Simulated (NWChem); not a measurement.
# B3LYP/6-311+G(d,p) (density fitting) run of H2 (hydrogen)

We compute a structure relaxation of H2 (hydrogen). 

The results are computed with NWChem 7.3.0.

4 further runs of the same task are left out: 4 set aside as unsound or not needed.

### Step 1. The structure to begin with

The species is H2 (2 atoms), meant as a singlet with charge 0. SMILES: `[H][H]`. The shape is that of a PBE0-D4/def2-TZVP optimisation. The run starts from this shape.

Bond lengths: H1–H2 0.746 Å.

### Step 2. A structure relaxation at B3LYP/6-311+G(d,p) (density fitting)

The input, work.xyz:

```xyz
2

H      0.319300    -0.099200     0.165500
H     -0.319300     0.099200    -0.165500
```

The input, work.nw:

```
start work
memory total 2200 mb

geometry
load work.xyz
end

basis spherical bse
* library 6-311+G**
end

basis "cd basis" spherical
* library "dgauss a2 dft coulomb fitting"
end

dft
xc b3lyp
grid fine
convergence energy 1e-08
iterations 100
mulliken
print low
end

driver
tight
maxiter 40
end

task dft optimize
task dft frequencies
```

Command:

```console
$ nwchem work.nw > work.out
```

Q: Predict the results. Wanted: total energy at the end; bond length; harmonic wavenumber; zero-point energy; ideal-gas entropy at 298.15 K.

Answer, from the run:

Level: B3LYP/6-311+G** (density fitting).

| quantity | value |
| --- | --- |
| total energy at the end | -1.18004 Eh |
| bond length | 0.745 Å |
| harmonic wavenumber | 4405 cm⁻¹ |
| zero-point energy | 26.3 kJ/mol |
| ideal-gas entropy at 298.15 K (symmetry number 2 as used) | 31.1 cal/(mol K) |

At the final geometry: Bond lengths: H1–H2 0.745 Å. The one mode is real, so the shape is a minimum at this level. The optimisation took 4 steps and changed the energy by -0.000 eV.
